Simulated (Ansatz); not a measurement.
# Al2Ru: the cost of one run

Computed with Ansatz 0.2.0 (DFT LDA, scalar-relativistic, plane waves, PAW, unless a step's input says otherwise).

2 further runs of the same task are left out: 2 set aside as unsound or not needed.

## 1. Starting point

It takes space group Fddd (No. 70, orthorhombic). Conventional cell: a = 4.665 Å, b = 7.916 Å, c = 8.702 Å, α = 90.00°, β = 90.00°, γ = 90.00°. Al (site symmetry 2) is surrounded by 5 Ru at 2.55 to 2.70 Å and 5 Al at 2.57 to 2.71 Å. Ru (site symmetry 222) has 10 Al at 2.55 to 2.70 Å in its first shell of neighbours.

As a file:

```
CELL_PARAMETERS angstrom
0.00000 3.95794 4.35080
2.33226 0.00000 4.35080
2.33226 3.95794 0.00000
ATOMIC_POSITIONS crystal
Al 0.07886 0.42114 0.07886
Al 0.42114 0.07886 0.42114
Al 0.17114 0.82886 0.17114
Al 0.82886 0.17114 0.82886
Ru 0.75000 0.75000 0.75000
Ru 0.50000 0.50000 0.50000
```

It goes back to an entry of the Materials Project, which need not be the stable form.

It is the result of an earlier relaxation at this level (volume 13.39 Å³/atom; gap on the mesh: 0.08 eV).

## 2. Dielectric function

Contents of input.yaml:

```yaml
crystal:
  lattice:
    - [0.0, 3.9579375332, 4.3507976798]
    - [2.3322633091, 0.0, 4.3507976798]
    - [2.3322633091, 3.9579375332, 0.0]
  atoms:
    - { symbol: Al, position: [0.0788628326, 0.4211371674, 0.0788628326] }
    - { symbol: Al, position: [0.4211371674, 0.0788628326, 0.4211371674] }
    - { symbol: Al, position: [0.1711371674, 0.8288628326, 0.1711371674] }
    - { symbol: Al, position: [0.8288628326, 0.1711371674, 0.8288628326] }
    - { symbol: Ru, position: [0.75, 0.75, 0.75] }
    - { symbol: Ru, position: [0.5, 0.5, 0.5] }
basis:
  ecutwfc: 420
kpoints:
  mp_grid: { grid: [10, 10, 10] }
hamiltonian:
  xc: lda
scf:
  occupations: { method: gaussian, width: 0.01 }
  n_extra_bands: 24
output:
  eigenvalues: true
  optics: { e_range: [0, 14], sigma: 0.1, nscf_kmesh: { grid: [16, 16, 16] } }
checkpoint:
  read: start.run
  write: ck
  compress: false
  write_wavefunctions: false
  write_every: 100000
```

Run with:

```bash
$ ansatz run input.yaml --threads 2 --pin off --max-ram 6144MiB --backend cpu --events-out ev --progress --plain --runs-dir out
```

What time and memory should one allow on 2 threads of Intel Xeon Platinum 8488C (Sapphire Rapids), shared host?

About 5.2 min, with a peak of 4.8 GiB.
